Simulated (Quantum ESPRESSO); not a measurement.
A run of Quantum ESPRESSO 7.5 is set up as follows.

File pw.in:

```
&CONTROL
  calculation = 'scf'
  prefix = 'pwscf'
  outdir = './tmp'
  pseudo_dir = './pseudo'
  tprnfor = .true.
  disk_io = 'low'
/
&SYSTEM
  ibrav = 0
  celldm(1) = 8
  nat = 1
  ntyp = 1
  ecutwfc = 68
  nbnd = 15
  occupations = 'smearing'
  smearing = 'fd'
  degauss = 0.00367493
/
&ELECTRONS
  conv_thr = 1d-09
  electron_maxstep = 150
  mixing_beta = 0.3
  mixing_mode = 'local-TF'
/
ATOMIC_SPECIES
Ir   192.2170 Ir.upf
CELL_PARAMETERS alat
  0.5791632626753  -0.0000000000000   0.0000000000000
 -0.0000000000000   0.5791632626753   0.0000000000000
  0.0000000000000   0.0000000000000   5.6219352207617
ATOMIC_POSITIONS crystal
Ir     0.0000000000    0.0000000000    0.2941200000
K_POINTS automatic
11 11 1 0 0 0
```

File pp_density.in:

```
&INPUTPP
  prefix = 'pwscf'
  outdir = './tmp'
  filplot = 'density.dat'
  plot_num = 0
/
&PLOT
  nfile = 1
  filepp(1) = 'density.dat'
  iflag = 3
  output_format = 6
  fileout = 'density.cube'
/
```

File pp_potential.in:

```
&INPUTPP
  prefix = 'pwscf'
  outdir = './tmp'
  filplot = 'potential.dat'
  plot_num = 11
/
&PLOT
  nfile = 1
  filepp(1) = 'potential.dat'
  iflag = 3
  output_format = 6
  fileout = 'potential.cube'
/
```

pp_elf.in

```
&INPUTPP
  prefix = 'pwscf'
  outdir = './tmp'
  filplot = 'elf.dat'
  plot_num = 8
/
&PLOT
  nfile = 1
  filepp(1) = 'elf.dat'
  iflag = 3
  output_format = 6
  fileout = 'elf.cube'
/
```

Potentials or basis: PseudoDojo 0.4.1 SR PBE standard.

Launch:

```console
$ OMP_NUM_THREADS=1 mpirun -n 2 pw.x -nk 2 -in pw.in > pw.out
$ OMP_NUM_THREADS=1 mpirun -n 1 pp.x -in pp_density.in > pp_density.out
$ OMP_NUM_THREADS=1 mpirun -n 1 pp.x -in pp_potential.in > pp_potential.out
$ OMP_NUM_THREADS=1 mpirun -n 1 pp.x -in pp_elf.in > pp_elf.out
```

Problem. Predict the work function of the upper face.

Solution. 6.06 eV.

Problem. Predict the work function of the lower face.

Solution. 6.06 eV.

Problem. What does it give for the band gap on the k mesh?

Solution. None (metal or under the smearing width).

The run has no spin-orbit coupling, so splittings on Ir are missing.
